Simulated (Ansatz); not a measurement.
Crystal: YbInCu4.

```
Yb In Cu
1.0
     0.00000    3.57875    3.57875
     3.57875    0.00000    3.57875
     3.57875    3.57875    0.00000
Yb In Cu
1 1 4
Direct
  0.75000 0.75000 0.75000
  0.00000 0.00000 0.00000
  0.87620 0.37460 0.37460
  0.37460 0.37460 0.37460
  0.37460 0.37460 0.87620
  0.37460 0.87620 0.37460
```

| Item | Value |
| --- | --- |
| Program | Ansatz 0.2.0 |
| Task | relaxation of cell and atoms |
| Functional | PBEsol |
| Potentials or basis | Ansatz PAW |
| Cutoff | 420 eV (not typed: the program's choice for these potentials) |
| k mesh | 7 × 7 × 7 |
| Occupations | fermi-dirac, width 0.05 eV |
| Spin | collinear spin, ferromagnetic start |
| Starting moments | [1.0, 0.0, 0.6, 0.6, 0.6, 0.6] μB |

At the start: volume 15.28 Å³/atom.

How do energy, volume and symmetry change on relaxing?

It ends after 4 steps and the volume is 14.96 Å³/atom (-2.1 %); space group F-43m (No. 216, to 0.05 Å); moment 0.00 μB per cell.

The path:
| step | energy change (eV) | largest force (eV/Å) | volume (Å³) |
| --- | --- | --- | --- |
| 1 | 0.0000 | 0.0136 | 91.67 |
| 2 | -0.0139 | 0.0135 | 89.89 |
| 3 | -0.0140 | 0.0075 | 89.79 |
| 4 | -0.0131 | 0.0075 | 89.79 |

Final structure:
```yaml
crystal:
  lattice:
    - [0.00000, 3.55411, 3.55411]
    - [3.55411, 0.00000, 3.55411]
    - [3.55411, 3.55411, 0.00000]
  atoms:
    - { symbol: Yb, position: [0.75000, 0.75000, 0.75000] }
    - { symbol: In, position: [0.00000, 0.00000, 0.00000] }
    - { symbol: Cu, position: [0.87628, 0.37457, 0.37457] }
    - { symbol: Cu, position: [0.37457, 0.37457, 0.37457] }
    - { symbol: Cu, position: [0.37457, 0.37457, 0.87628] }
    - { symbol: Cu, position: [0.37457, 0.87628, 0.37457] }
```

Caveat: the plane-wave basis is chosen anew once the cell has moved, so the energies of steps on either side of that aren't comparable; without U or exact exchange the open f shell lies at the Fermi level, which spoils levels, moments and volumes; the PAW data sets come from PBE, with cores solved anew for the run's functional, which leaves a small shift of forces and pressure; the starting moments weren't kept.
